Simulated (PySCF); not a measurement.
# C7H4ClN (4-chlorobenzonitrile): the cost of one run

Computed with PySCF 2.14.0 and routines of our own; the level stands in each step. Atoms count from 0.

## (1) The starting structure

13 atoms, charge 0, multiplicity 1; geometry from: GFN2-xTB.

## (2) Geometry optimisation at PBE0-D3(BJ)/def2-SVP

The job: settings as JSON, then the geometry in Å.

```
{"job": {"xc": "PBE0", "basis": "def2-SVP", "d3": "d3bj", "grid": 2, "kind": "geom"}, "charge": 0, "multiplicity": 1}
N      3.568514    -0.724677    -0.423353
C      2.452357    -0.499345    -0.292480
C      1.075455    -0.220149    -0.130268
C      0.627680     1.101485    -0.144053
C     -0.715731     1.375097     0.015880
C     -1.611437     0.328316     0.189461
Cl    -3.290020     0.672900     0.388554
C     -1.176404    -0.990394     0.205278
C      0.167211    -1.264906     0.046146
H      1.335340     1.905278    -0.280446
H     -1.072641     2.392787     0.008314
H     -1.886080    -1.791080     0.342490
H      0.521369    -2.284823     0.056751
```

The run is started by

```bash
> OMP_NUM_THREADS=1 python excited_run.py task.json out
```

The driver reads the jobs from task.json and runs them one after another.

**Question.** How long does this first job take on 1 thread of Arm Neoverse V2, shared host, and how much memory does it need?

About 25 s, with a peak of 0.79 GiB.
